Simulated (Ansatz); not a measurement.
# C3H6AlFO: the cost of one run

Program: Ansatz 0.2.0. Level of theory: RKS CAM-B3LYP-D4/6-31G. These are calculated values, not measurements.

## (1) Starting point

Bond lengths: C1–O2 1.357 Å, O2–C3 1.377 Å, C3–F4 1.290 Å, C3–C5 1.365 Å, C5–Al6 1.982 Å, C1–H7 1.132 Å, C1–H8 1.071 Å, C1–H9 1.188 Å, C5–H10 1.055 Å, Al6–H11 1.597 Å, Al6–H12 1.597 Å. Angles (14 of 16 angles, heavy atoms first): C1–O2–C3 120.8°, O2–C3–F4 124.2°, O2–C3–C5 117.8°, F4–C3–C5 117.9°, C3–C5–Al6 122.1°, O2–C1–H7 110.7°, O2–C1–H8 113.6°, O2–C1–H9 110.6°, C3–C5–H10 121.7°, Al6–C5–H10 116.2°, C5–Al6–H11 120.6°, C5–Al6–H12 121.3°, H7–C1–H8 108.2°, H7–C1–H9 105.8°.

Structure file:

```xyz
12

C    -1.5124    0.9301   -1.6800
O    -0.2816    0.5014   -1.3029
C    -0.0647    0.0080   -0.0355
F    -0.9601   -0.0282    0.8921
C     1.1912   -0.4286    0.2717
Al    1.6535   -1.1297    2.0670
H    -1.4915    1.3221   -2.7413
H    -2.2684    0.1734   -1.6172
H    -1.8619    1.8427   -1.0040
H     1.9812   -0.3788   -0.4264
H     3.1332   -1.6387    2.3849
H     0.5587   -1.2287    3.2256
```

## (2) End point A

input.yaml

```yaml
crystal:
  periodic: [false, false, false]
  atoms:
    - { symbol: C, position_ang: [-1.5124, 0.9301, -1.68] }
    - { symbol: O, position_ang: [-0.2816, 0.5014, -1.3029] }
    - { symbol: C, position_ang: [-0.0647, 0.008, -0.0355] }
    - { symbol: F, position_ang: [-0.9601, -0.0282, 0.8921] }
    - { symbol: C, position_ang: [1.1912, -0.4286, 0.2717] }
    - { symbol: Al, position_ang: [1.6535, -1.1297, 2.067] }
    - { symbol: H, position_ang: [-1.4915, 1.3221, -2.7413] }
    - { symbol: H, position_ang: [-2.2684, 0.1734, -1.6172] }
    - { symbol: H, position_ang: [-1.8619, 1.8427, -1.004] }
    - { symbol: H, position_ang: [1.9812, -0.3788, -0.4264] }
    - { symbol: H, position_ang: [3.1332, -1.6387, 2.3849] }
    - { symbol: H, position_ang: [0.5587, -1.2287, 3.2256] }
basis:
  gaussian: { orbitals: "6-31G" }
hamiltonian:
  xc: cam_b3lyp
  dispersion: d4
relax:
  f_tol: 0.015
  max_steps: 40
output:
  orbitals: {}
```

Started as:

```bash
> ansatz run input.yaml --threads 1 --pin off --max-ram 2048MiB --backend cpu --events-out ev --progress --plain --runs-dir out
```

**Question.** How long does this run take on 1 thread of Arm Neoverse V2, shared host, and how much memory does it need?

About 43 s, with a peak of 0.2 GiB.
